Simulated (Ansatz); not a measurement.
# C₂H₃AlO: taking an electron away

An exercise on one series of results from a longer session: the logs are not shown, and one member is left open.

Program: Ansatz 0.2.0, Gaussian basis. Level of theory: unrestricted cation, the program's frozen cores in correlated methods. These are calculated values, not measurements.

The runs, in order: UKS PBE-D4/def2-TZVPP; UKS r2SCAN-D4/def2-TZVPP; UKS PBE0-D4/def2-TZVPP; UKS B3LYP-D4/def2-TZVPP; UKS wB97X-V/def2-TZVPP; UKS wB97M-V/def2-TZVPP; UKS B2PLYP/def2-TZVPP; UHF-CCSD(T)/def2-TZVPP; UHF-MP2/def2-QZVPP; extrapolation to the limit; then −ε(HOMO) from the neutral's earlier runs with LDA (SPW92), PBE-D4, revPBE-D4, BLYP-D4, r2SCAN-D4, B97M-V, PBE0-D4, B3LYP-D4, r2SCANh-D4, r2SCAN0-D4, HSE06-D4, BHLYP-D4, CAM-B3LYP-D4, LC-ωPBE, ωB97X-V, ωB97M-V.

## The geometry

An earlier PBE0-D4 in a triple-zeta def2 set relaxation fixed the geometry.

SMILES `O=[C]1[CH2][AlH]1`, 7 atoms, charge 0, spin multiplicity 1.

Atoms are counted from 1 here; the program's logs count them from 0.

Bond lengths: O1–C2 1.193 Å, C2–C3 1.468 Å, C2–Al4 1.976 Å, C3–Al4 1.980 Å, C3–H5 1.111 Å, C3–H6 1.090 Å, Al4–H7 1.590 Å. Angles: O1–C2–C3 133.0°, O1–C2–Al4 148.3°, C3–C2–Al4 68.4°, C2–C3–Al4 68.1°, C2–C3–H5 107.9°, C2–C3–H6 122.8°, Al4–C3–H5 83.8°, Al4–C3–H6 153.1°, H5–C3–H6 112.0°, C2–Al4–C3 43.6°, C2–Al4–H7 178.9°, C3–Al4–H7 136.7°.

Geometry (Å):

```mol
C2H3AlO
  3D, bonds by distance, orders not assigned

  7  7  0  0  0  0  0  0  0  0999 V2000
   -0.5505   -1.8810    1.0770 O   0  0
   -0.1517   -1.0223    0.3511 C   0  0
    0.3365    0.3418    0.5875 C   0  0
   -0.4801    0.1489   -1.2065 Al  0  0
    1.2788    0.4713    0.0125 H   0  0
    0.4029    0.7802    1.5837 H   0  0
   -0.7748    1.0929   -2.4511 H   0  0
  1  2  8  0
  2  3  8  0
  3  4  8  0
  3  5  8  0
  3  6  8  0
  4  7  8  0
  2  4  8  0
M  END
```

Set-up of the first run:

File in.yaml:

```yaml
crystal:
  periodic: [false, false, false]
  atoms:
    - {symbol: O, position_ang: [-0.550525, -1.881000, 1.077042]}
    - {symbol: C, position_ang: [-0.151728, -1.022294, 0.351102]}
    - {symbol: C, position_ang: [0.336545, 0.341786, 0.587500]}
    - {symbol: Al, position_ang: [-0.480074, 0.148884, -1.206452]}
    - {symbol: H, position_ang: [1.278810, 0.471348, 0.012481]}
    - {symbol: H, position_ang: [0.402934, 0.780245, 1.583722]}
    - {symbol: H, position_ang: [-0.774762, 1.092931, -2.451093]}
basis:
  gaussian: {orbitals: def2-TZVPP}
total_charge: 1
magnetization: {spin_polarized: true, initial_magnetization: 1}
hamiltonian: {xc: pbe, dispersion: d4}
```

Run with:

```bash
$ ansatz run in.yaml --threads 2 --pin off --events-out ev --progress --plain --max-ram 4352MiB
```

Among the steps run: Cation, UKS PBE-D4/def2-TZVPP; Cation, UKS r2SCAN-D4/def2-TZVPP; Cation, UKS PBE0-D4/def2-TZVPP; Cation, UKS B3LYP-D4/def2-TZVPP; Cation, UKS wB97X-V/def2-TZVPP; Cation, UKS wB97M-V/def2-TZVPP; Cation, UKS B2PLYP (frozen core)/def2-TZVPP; Cation, UHF-CCSD(T)/def2-TZVPP; Cation, UHF-MP2/def2-QZVPP.

One table of the session follows, with a row left open; its other results are not shown here.

Orbital estimates, from the neutral's runs:

```
  functional  −ε(HOMO) (eV)
 LDA (SPW92)           4.98
      PBE-D4           4.85
   revPBE-D4           4.79
     BLYP-D4              ?
   r2SCAN-D4           5.00
      B97M-V           5.09
     PBE0-D4           5.91
    B3LYP-D4           5.75
  r2SCANh-D4           5.40
  r2SCAN0-D4           6.02
    HSE06-D4           5.52
    BHLYP-D4           6.95
CAM-B3LYP-D4           7.15
     LC-ωPBE           8.31
     ωB97X-V           8.04
     ωB97M-V           7.95
```

Estimate the missing values for BLYP-D4.

Worked estimate for «−ε(HOMO) (eV)». Against the share of exact exchange, B3LYP-D4 (0.2, 5.75), BHLYP-D4 (0.5, 6.95) give a slope of 4.00 per unit share; at 0 the line stands at 4.95.

As computed: −ε(HOMO) (eV): 4.75. In «−ε(HOMO) (eV)» the line misses by +0.20.

Caveats from the session: The cation may have settled in a state other than its lowest; no search over hole states beyond the program's own was made.
